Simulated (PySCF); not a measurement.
# Changing the system itself: GaH

One physical setting of the base script is moved in each run, with the edits that it forces.

Method: method and basis as typed in the scripts; program: PySCF 2.14.0.

**1. The starting structure**

GaH: 2 atoms, charge 0, spin multiplicity 1.

Bond lengths: Ga1–H2 1.525 Å.

**2. Base script**

input.py

```python
from pyscf import gto, dft

mol = gto.M(
    atom='Ga 0 0 0; H 0 0 1.525',
    basis='cc-pvtz',
    charge=0,
    spin=0,
    verbose=3,
)
mf = dft.UKS(mol, xc='hcth407')
mf.kernel()
mf.analyze()
print('orbital energies (hartree):', [e[max(0, n-3):n+3].round(4) for e, n in zip(mf.mo_energy, mol.nelec)])
```

The run is started by

```console
$ OMP_NUM_THREADS=1 python input.py
```

Its log is not repeated here.

Base result: E(SCF) = -1926.481779 Eh, μ = 0.29 D.

The bond length is a typed value, not an optimised one.

**3. PCM, ε = 20.5**

Run 1 changes solvent: none (gas phase) → PCM, ε = 20.5.

input.py

```python
from pyscf import gto, dft, solvent

mol = gto.M(
    atom='Ga 0 0 0; H 0 0 1.525',
    basis='cc-pvtz',
    charge=0,
    spin=0,
    verbose=3,
)
mf = dft.UKS(mol, xc='hcth407')
mf = solvent.PCM(mf)
mf.with_solvent.eps = 20.5
mf.kernel()
mf.analyze()
print('orbital energies (hartree):', [e[max(0, n-3):n+3].round(4) for e, n in zip(mf.mo_energy, mol.nelec)])
```

The run is started by

```console
$ OMP_NUM_THREADS=1 python input.py
```

**4. Bond 1.479 Å**

Run 2 changes bond length: 1.525 Å → 1.479 Å.

input.py: that of step 2 with these lines changed.

```diff
@@ -3,3 +3,3 @@
 mol = gto.M(
-    atom='Ga 0 0 0; H 0 0 1.525',
+    atom='Ga 0 0 0; H 0 0 1.479',
     basis='cc-pvtz',
```

**5. Bond 1.632 Å**

Run 3 changes bond length: 1.525 Å → 1.632 Å.

input.py: that of step 2 with these lines changed.

```diff
@@ -3,3 +3,3 @@
 mol = gto.M(
-    atom='Ga 0 0 0; H 0 0 1.525',
+    atom='Ga 0 0 0; H 0 0 1.632',
     basis='cc-pvtz',
```

**6. Electric field 0.001 a.u.**

Run 4 changes electric field: none → 0.001 a.u.

input.py: that of step 2 with these lines changed.

```diff
@@ -10,2 +10,7 @@
 mf = dft.UKS(mol, xc='hcth407')
+field = 0.001  # electric field along z, atomic units
+h = mf.get_hcore() + field*mol.intor('int1e_r')[2]
+mf.get_hcore = lambda *args: h
+e_nuc = mol.energy_nuc() - field*mol.atom_charges() @ mol.atom_coords()[:, 2]
+mf.energy_nuc = lambda *args: e_nuc
 mf.kernel()
```

Q: Predict the outcome of this session. Wanted: for each run, E(SCF); from base; gap; SCF dipole.

As calculated:

```tsv
run	E(SCF) (hartree)	from base (eV)	gap (eV)	SCF dipole (D)
base	-1926.481779	0	2.48	0.29
PCM, ε = 20.5	-1926.487592	-0.1582	2.81	0.39
bond 1.479 Å	-1926.477548	+0.1152	2.45	0.48
bond 1.632 Å	-1926.486887	-0.1390	2.54	0.16
electric field 0.001 a.u.	-1926.481914	-0.0037	2.49	0.40
```

Of the runs whose energies can be compared, “PCM, ε = 20.5” moves the SCF energy most (-0.158 eV). A continuum solvent with ε = 20.5 lowers the energy by 0.158 eV.
